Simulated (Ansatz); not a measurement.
**C10H18: one species, many methods**

How much do the methods differ for C10H18? The plan is to run it at one geometry with functionals of several rungs and with coupled cluster. The yardstick is the atomisation energy at the CCSD(T) limit.

Program: Ansatz 0.2.0, Gaussian basis. Level of theory: functionals in def2-TZVPP, the program's frozen cores in correlated methods. These are calculated values, not measurements.

Levels to be run: LDA (SPW92), PBE-D4, revPBE-D4, BLYP-D4, r2SCAN-D4, B97M-V, PBE0-D4, B3LYP-D4, r2SCANh-D4, r2SCAN0-D4, HSE06-D4, BHLYP-D4, CAM-B3LYP-D4, LC-ωPBE, ωB97X-V, ωB97M-V, B2PLYP, PBE-QIDH; CCSD(T)/def2-SVP; CCSD(T)/def2-TZVPP; MP2/def2-QZVPP; extrapolation to the limit; RPA on PBE.

### 1 The geometry

All runs share one geometry, relaxed beforehand with PBE0-D4 in a triple-zeta def2 set.

SMILES `C1CCC2(CC1)CCCC2`, 28 atoms, charge 0, spin multiplicity 1.

Atoms are counted from 1 here; the program's logs count them from 0.

Bond lengths: C1–C2 1.522 Å, C1–C6 1.522 Å, C1–H11 1.094 Å, C1–H12 1.098 Å, C2–C3 1.523 Å, C2–H13 1.094 Å, C2–H14 1.096 Å, C3–C4 1.534 Å, C3–H15 1.095 Å, C3–H16 1.098 Å, C4–C5 1.526 Å, C4–C7 1.531 Å, C4–C10 1.536 Å, C5–C6 1.522 Å, C5–H17 1.096 Å, C5–H18 1.098 Å, C6–H19 1.097 Å, C6–H20 1.094 Å and more. Angles: C2–C1–C6 111.1°, C2–C1–H11 110.5°, C2–C1–H12 109.1°, C6–C1–H11 110.5°, C6–C1–H12 109.0°, H11–C1–H12 106.6°, C1–C2–C3 111.4°, C1–C2–H13 110.4°, C1–C2–H14 109.3°, C3–C2–H13 109.8°, C3–C2–H14 109.9°, H13–C2–H14 106.1°, C2–C3–C4 113.2°, C2–C3–H15 110.1°, C2–C3–H16 108.8°, C4–C3–H15 110.3°, C4–C3–H16 108.0°, H15–C3–H16 106.2° and more.

As a file:

| atom | x (Å) | y (Å) | z (Å) |
| --- | --- | --- | --- |
| C1 | -1.2835 | -1.5669 | -1.7134 |
| C2 | -0.4448 | -2.0100 | -0.5236 |
| C3 | -0.5057 | -0.9926 | 0.6075 |
| C4 | -0.1101 | 0.4235 | 0.1684 |
| C5 | -0.9538 | 0.8270 | -1.0368 |
| C6 | -0.8796 | -0.1757 | -2.1797 |
| C7 | -0.2704 | 1.4062 | 1.3316 |
| C8 | 0.9523 | 1.1885 | 2.2278 |
| C9 | 2.0454 | 0.6198 | 1.2970 |
| C10 | 1.4002 | 0.5259 | -0.0904 |
| H11 | -1.1951 | -2.2868 | -2.5327 |
| H12 | -2.3416 | -1.5533 | -1.4215 |
| H13 | -0.7825 | -2.9860 | -0.1618 |
| H14 | 0.5942 | -2.1478 | -0.8449 |
| H15 | 0.1226 | -1.3202 | 1.4417 |
| H16 | -1.5326 | -0.9539 | 0.9932 |
| H17 | -0.6418 | 1.8206 | -1.3779 |
| H18 | -1.9997 | 0.9225 | -0.7163 |
| H19 | 0.1427 | -0.2071 | -2.5752 |
| H20 | -1.5197 | 0.1494 | -3.0054 |
| H21 | -0.2653 | 2.4257 | 0.9292 |
| H22 | -1.2191 | 1.2742 | 1.8593 |
| H23 | 0.7239 | 0.4814 | 3.0286 |
| H24 | 1.2652 | 2.1143 | 2.7146 |
| H25 | 2.9402 | 1.2452 | 1.2805 |
| H26 | 2.3669 | -0.3664 | 1.6405 |
| H27 | 1.5922 | 1.4429 | -0.6587 |
| H28 | 1.7996 | -0.3003 | -0.6818 |

### 2 LDA

This LDA is Slater exchange with PW92 correlation.

The input, in.yaml:

```yaml
crystal:
  periodic: [false, false, false]
  atoms:
    - {symbol: C, position_ang: [-1.283464, -1.566931, -1.713377]}
    - {symbol: C, position_ang: [-0.444811, -2.010038, -0.523624]}
    - {symbol: C, position_ang: [-0.505746, -0.992604, 0.607450]}
    - {symbol: C, position_ang: [-0.110141, 0.423453, 0.168429]}
    - {symbol: C, position_ang: [-0.953806, 0.827010, -1.036781]}
    - {symbol: C, position_ang: [-0.879556, -0.175712, -2.179651]}
    - {symbol: C, position_ang: [-0.270445, 1.406196, 1.331572]}
    - {symbol: C, position_ang: [0.952292, 1.188514, 2.227816]}
    - {symbol: C, position_ang: [2.045365, 0.619796, 1.297037]}
    - {symbol: C, position_ang: [1.400191, 0.525895, -0.090396]}
    - {symbol: H, position_ang: [-1.195098, -2.286752, -2.532700]}
    - {symbol: H, position_ang: [-2.341572, -1.553291, -1.421533]}
    - {symbol: H, position_ang: [-0.782529, -2.986014, -0.161818]}
    - {symbol: H, position_ang: [0.594243, -2.147794, -0.844914]}
    - {symbol: H, position_ang: [0.122641, -1.320169, 1.441684]}
    - {symbol: H, position_ang: [-1.532639, -0.953894, 0.993171]}
    - {symbol: H, position_ang: [-0.641847, 1.820620, -1.377861]}
    - {symbol: H, position_ang: [-1.999740, 0.922514, -0.716285]}
    - {symbol: H, position_ang: [0.142681, -0.207116, -2.575175]}
    - {symbol: H, position_ang: [-1.519680, 0.149421, -3.005429]}
    - {symbol: H, position_ang: [-0.265251, 2.425668, 0.929224]}
    - {symbol: H, position_ang: [-1.219130, 1.274213, 1.859294]}
    - {symbol: H, position_ang: [0.723900, 0.481404, 3.028641]}
    - {symbol: H, position_ang: [1.265224, 2.114259, 2.714624]}
    - {symbol: H, position_ang: [2.940213, 1.245182, 1.280522]}
    - {symbol: H, position_ang: [2.366937, -0.366402, 1.640525]}
    - {symbol: H, position_ang: [1.592175, 1.442889, -0.658694]}
    - {symbol: H, position_ang: [1.799582, -0.300313, -0.681754]}
basis:
  gaussian: {orbitals: def2-TZVPP}
hamiltonian: {xc: lda}
output: {orbitals: {seedname: orbitals}}
```

Command:

```sh
ansatz run in.yaml --threads 4 --pin off --events-out ev --progress --plain --max-ram 66560MiB --backend cuda --devices 0, --max-vram 37GiB
```

The runs that follow: PBE-D4 (GGA); revPBE-D4 (GGA); BLYP-D4 (GGA); r2SCAN-D4 (meta-GGA); B97M-V (meta-GGA); B3LYP-D4 (hybrid); r2SCANh-D4 (hybrid); r2SCAN0-D4 (hybrid); HSE06-D4 (hybrid); BHLYP-D4 (hybrid); CAM-B3LYP-D4 (range-separated); LC-ωPBE (range-separated); ωB97X-V (range-separated); ωB97M-V (range-separated); B2PLYP (double hybrid); PBE-QIDH (double hybrid); CCSD(T) in def2-SVP; CCSD(T) in def2-TZVPP; MP2 in def2-QZVPP; RPA on PBE orbitals.

Q: Predict the results of all the runs planned. Wanted: atomisation energy, CCSD(T)/CBS; farthest beyond LDA; mean size of error, GGA; mean size of error, meta-GGA; mean size of error, hybrid; mean size of error, range-separated; mean size of error, double hybrid; gap, smallest and largest; T1 diagnostic.

The runs gave:

| quantity | value |
| --- | --- |
| atomisation energy, CCSD(T)/CBS | 11767.5 kJ/mol |
| functionals within 58.8 kJ/mol (0.5 %) | revPBE-D4, r2SCAN-D4, B97M-V, B3LYP-D4, r2SCANh-D4, r2SCAN0-D4, CAM-B3LYP-D4, LC-ωPBE, ωB97X-V, ωB97M-V, PBE-QIDH |
| farthest beyond LDA | PBE-D4 (+255.6 kJ/mol) |
| mean size of error, GGA | 118.0 kJ/mol |
| mean size of error, meta-GGA | 31.9 kJ/mol |
| mean size of error, hybrid | 97.8 kJ/mol |
| mean size of error, range-separated | 42.9 kJ/mol |
| mean size of error, double hybrid | 87.1 kJ/mol |
| gap, smallest and largest | 6.85 eV (LDA (SPW92)), 13.82 eV (LC-ωPBE) |
| T1 diagnostic | 0.0091 |
| triples share of the correlation energy | 4.1 % |

What this shows: LDA overbinds by 1636.9 kJ/mol (14 %). PBE-D4 misses by +255.6 kJ/mol. Double hybrids carry the basis error of their MP2 part in triple zeta, and no dispersion term here, so their miss is partly the set-up's. The rungs meta-GGA, range-separated miss on average by less than the doubt on the reference (58.8 kJ/mol), so they tie. Misses under about 58.8 kJ/mol are within the doubt on the reference itself, which lacks core-valence correlation, relativity and higher excitations. Hartree-Fock recovers 76 % of the binding; the rest is correlation. CCSD(T) in def2-SVP is off by -377.9 kJ/mol, more than most functionals: a good method in a small basis is no reference. Orbital gaps span 6.9 to 13.8 eV; exact exchange widens them.
